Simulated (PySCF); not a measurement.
# C₅H₆F₂O: circular dichroism and optical rotation

What do calculations give for the circular dichroism and optical rotation of C₅H₆F₂O (`C=C[C@@H](F)[C@H]1O[C@@H]1F`)?

Computed with PySCF 2.14.0 and routines of our own; the level stands in each step. Atoms count from 0.

## (1) The system as given

14 atoms, charge 0, multiplicity 1; geometry from: GFN2-xTB.

## (2) Circular dichroism and optical rotation: TDDFT CAM-B3LYP/def2-SVPD

What the job is given:

```
{"job": {"kind": "ecd", "xc": "CAM-B3LYP", "basis": "def2-SVPD", "nstates": 16}, "charge": 0, "multiplicity": 1}
C     -2.326734     0.966295    -0.487010
C     -1.469083     0.303585     0.263629
C     -0.288894    -0.456926    -0.268276
F     -0.233179    -0.404060    -1.645925
C      1.012702     0.108879     0.275369
O      1.521457    -0.465866     1.455569
C      2.233355    -0.697652     0.310945
F      3.424742    -0.070707     0.212545
H     -2.233381     0.991256    -1.559579
H     -3.154857     1.501456    -0.057751
H     -1.546786     0.267010     1.340624
H     -0.362527    -1.521031    -0.000472
H      1.123464     1.187307     0.202560
H      2.299041    -1.710019    -0.074348
```

Method: TDDFT CAM-B3LYP/def2-SVPD circular dichroism and optical rotation, one conformer, gas phase.

Run with:

```
$ OMP_NUM_THREADS=1 python excited_run.py task.json out
```

One launch serves the whole session: the jobs run in the order shown.

Log:

```text
coarse grid: 12408 points
cycle   1  E = -468.2552678792  dE =  1.452e+00  |g| = 8.605e-01  |ddm| = 5.924e+00
cycle   2  E = -468.1782246601  dE =  7.704e-02  |g| = 1.133e+00  |ddm| = 2.229e+00
cycle   3  E = -468.3968043539  dE = -2.186e-01  |g| = 7.536e-02  |ddm| = 1.191e+00
cycle   4  E = -468.3976491968  dE = -8.448e-04  |g| = 4.163e-02  |ddm| = 1.494e-01
cycle   5  E = -468.3979834257  dE = -3.342e-04  |g| = 1.202e-02  |ddm| = 6.763e-02
cycle   6  E = -468.3980061612  dE = -2.274e-05  |g| = 3.790e-03  |ddm| = 1.648e-02
cycle   7  E = -468.3980090563  dE = -2.895e-06  |g| = 5.388e-04  |ddm| = 5.819e-03
final grid: 122688 points
cycle   8  E = -468.4796664703  dE = -3.765e-05  |g| = 4.810e-03  |ddm| = 8.541e-02
cycle   9  E = -468.4796650162  dE =  1.454e-06  |g| = 5.947e-03  |ddm| = 1.541e-02
cycle  10  E = -468.4796710027  dE = -5.986e-06  |g| = 4.397e-04  |ddm| = 5.940e-03
cycle  11  E = -468.4796710414  dE = -3.875e-08  |g| = 1.677e-04  |ddm| = 9.896e-04
cycle  12  E = -468.4796710484  dE = -6.953e-09  |g| = 5.434e-05  |ddm| = 4.772e-04
cycle  13  E = -468.4796710491  dE = -6.804e-10  |g| = 1.317e-05  |ddm| = 1.060e-04
converged SCF energy = -468.4796710491

Singlet excitations and rotatory strengths (1e-40 esu^2 cm^2)
state   eV       nm     f(len)   f(vel)    R(len)    R(vel)   main configurations
  1   7.5719   163.7  0.41589  0.40901    98.423    93.671   H->L 0.77, H->L+1 0.17
  2   7.6186   162.7  0.10179  0.10966     5.415    10.502   H->L+1 0.65, H->L 0.18, H->L+2 0.09
  3   8.0678   153.7  0.01294  0.01282   -64.782   -64.490   H-1->L 0.55, H-3->L 0.36
  4   8.2030   151.1  0.01144  0.01193     2.670     0.821   H->L+3 0.70
  5   8.4376   146.9  0.02184  0.02488    21.353    22.093   H->L+2 0.58, H->L+4 0.18
  6   8.5978   144.2  0.00948  0.01030    -3.568    -3.513   H-2->L 0.33
  7   8.8155   140.6  0.05412  0.05567    -2.537    -2.872   H-1->L+1 0.44, H-2->L 0.20
  8   8.8697   139.8  0.01420  0.01435   -29.659   -29.305   H-1->L+2 0.26, H->L+4 0.18, H-2->L 0.12
  9   8.9675   138.3  0.01024  0.01065   -25.382   -25.520   H-2->L+1 0.20, H-1->L 0.17, H-3->L 0.14
 10   9.0480   137.0  0.00596  0.00659    -1.064    -1.330   H-2->L+1 0.20, H-2->L 0.19, H-3->L 0.09
 11   9.0830   136.5  0.00345  0.00370     7.292     7.012   H->L+5 0.51, H->L+4 0.12
 12   9.2334   134.3  0.00125  0.00140     6.927     6.781   H->L+6 0.39, H-1->L+2 0.11, H-2->L+2 0.08
 13   9.3452   132.7  0.02520  0.02668   -22.260   -23.406   H-2->L+2 0.19, H-2->L+3 0.15, H-1->L+4 0.10
 14   9.4094   131.8  0.00990  0.01039   -21.487   -22.884   H-2->L+2 0.35, H-1->L+3 0.12, H->L+4 0.08
 15   9.5291   130.1  0.02912  0.02754   -24.966   -24.157   H-1->L+2 0.22, H->L+5 0.12, H-2->L+3 0.11
 16   9.5559   129.7  0.03117  0.03206    14.479    15.267   H-2->L+3 0.23, H-2->L+2 0.14, H-1->L+3 0.09

Specific rotation (deg / (dm g/mL))
    nm     length   length(OI)   velocity    alpha(len)  alpha(vel)
  633.0     125.92     124.28     121.79       64.932     64.859
  589.3     147.79     145.88     142.97       65.154     65.082
  546.0     175.90     173.63     170.19       65.434     65.363
  436.0     301.66     297.91     292.13       66.603     66.538
  405.0     364.26     359.81     352.90       67.141     67.079
  365.0     481.93     476.23     467.24       68.090     68.032
  355.0     521.12     515.01     505.35       68.389     68.333
```

It took 2.6 min on 1 thread of Intel Xeon Platinum 8259CL at 2.50GHz, shared host; peak memory 1 GiB.

Orbitals, density, ELF and potential are computed afterwards from the orbital file.

Frontier orbitals at CAM-B3LYP/def2-SVPD, with the share of their density that lies nearest to each atom:

| orbital | energy (eV) | lies on |
| --- | --- | --- |
| HOMO | -9.46 | C0, C1 about 33 % each |
| LUMO | 0.87 | C0, C1 about 26 % each; H8, H9, H10 about 10 % each |

ELF in a plane through or near 5 of the atoms.

Values, 10 rows by 14 columns:
```
0.00 0.00 0.00 0.00 0.00 0.00 0.00 0.00 0.00 0.00 0.00 0.00 0.00 0.00
0.00 0.00 0.00 0.00 0.00 0.00 0.00 0.00 0.00 0.00 0.00 0.00 0.00 0.00
0.00 0.00 0.00 0.00 0.21 0.19 0.01 0.00 0.04 0.01 0.00 0.00 0.00 0.00
0.00 0.00 0.01 0.01 0.60 0.64 0.12 0.01 0.32 0.15 0.13 0.84 0.02 0.00
0.00 0.00 0.33 0.40 0.39 0.48 0.45 0.11 0.59 0.82 0.87 1.00 0.54 0.00
0.00 0.00 0.28 0.33 0.17 0.92 0.81 0.48 0.47 0.60 0.29 0.49 0.04 0.00
0.00 0.00 0.01 0.03 0.48 0.16 0.11 0.77 0.37 0.35 0.96 0.13 0.00 0.00
0.00 0.00 0.00 0.01 0.03 0.00 0.59 0.78 0.74 0.01 0.39 0.02 0.00 0.00
0.00 0.00 0.00 0.00 0.00 0.00 0.09 0.26 0.13 0.00 0.00 0.00 0.00 0.00
0.00 0.00 0.00 0.00 0.00 0.00 0.00 0.00 0.00 0.00 0.00 0.00 0.00 0.00
```
The map spans 12.1 Å across and 8.5 Å up, centred on the molecule. Atoms in the plane (x, y in Å): C0 (2.6, 0.0), F3 (0.3, -1.7), C4 (-1.0, 0.3), C6 (-2.4, 0.0), H9 (3.4, 0.6).

log10 of the density (e/Å³) in the same plane.

Values, 10 rows by 14 columns:
```
-4.0 -4.0 -4.0 -4.0 -4.0 -4.0 -4.0 -4.0 -4.0 -4.0 -4.0 -4.0 -4.0 -4.0
-4.0 -4.0 -4.0 -3.8 -3.4 -3.3 -3.7 -3.9 -3.7 -3.8 -4.0 -4.0 -4.0 -4.0
-4.0 -4.0 -3.6 -2.9 -1.9 -1.8 -2.4 -2.7 -2.4 -2.5 -2.8 -3.2 -3.9 -4.0
-4.0 -3.6 -2.6 -1.8 -0.7 -0.4 -1.1 -1.7 -1.2 -1.3 -1.5 -1.7 -2.8 -4.0
-4.0 -3.0 -1.4 -0.5 -0.2  0.1  0.1 -0.8 -0.3 -0.1 -0.1 -0.4 -2.1 -3.7
-4.0 -3.0 -1.3 -0.3  0.4  0.1  0.1 -0.1 -0.3  0.0  0.3 -1.0 -2.4 -3.8
-4.0 -3.5 -2.4 -1.5 -0.8 -1.2 -0.7  0.6 -0.4 -0.8 -0.4 -1.8 -2.9 -4.0
-4.0 -4.0 -3.4 -2.7 -2.3 -2.2 -0.8  0.7 -0.3 -1.8 -1.8 -2.7 -3.8 -4.0
-4.0 -4.0 -4.0 -4.0 -3.7 -3.2 -2.0 -1.3 -1.8 -2.9 -3.3 -3.9 -4.0 -4.0
-4.0 -4.0 -4.0 -4.0 -4.0 -4.0 -3.5 -3.3 -3.5 -3.9 -4.0 -4.0 -4.0 -4.0
```
The map spans 12.1 Å across and 8.5 Å up, centred on the molecule. Atoms in the plane (x, y in Å): C0 (2.6, 0.0), F3 (0.3, -1.7), C4 (-1.0, 0.3), C6 (-2.4, 0.0), H9 (3.4, 0.6).

On the surface of density 0.002 e/bohr³ the electrostatic potential runs, from the 1st to the 99th percentile, from -0.99 V near O5 to 1.42 V near H13.

## (3) Outcome

```
                                                                                       quantity                                                          value
state of largest rotatory strength (velocity form) among 16 (step 2, TDDFT CAM-B3LYP/def2-SVPD)  7.57 eV, R = +93.7 (velocity), +98.4 (length) ·10⁻⁴⁰ esu² cm²
                              specific rotation at 633.0 nm (step 2, TDDFT CAM-B3LYP/def2-SVPD)                               121.8 (velocity), 125.9 (length)
                                                          surface potential, 1st and 99th percentile                                             -0.99 V and 1.42 V
```

What this shows: Rotations belong to one conformer.
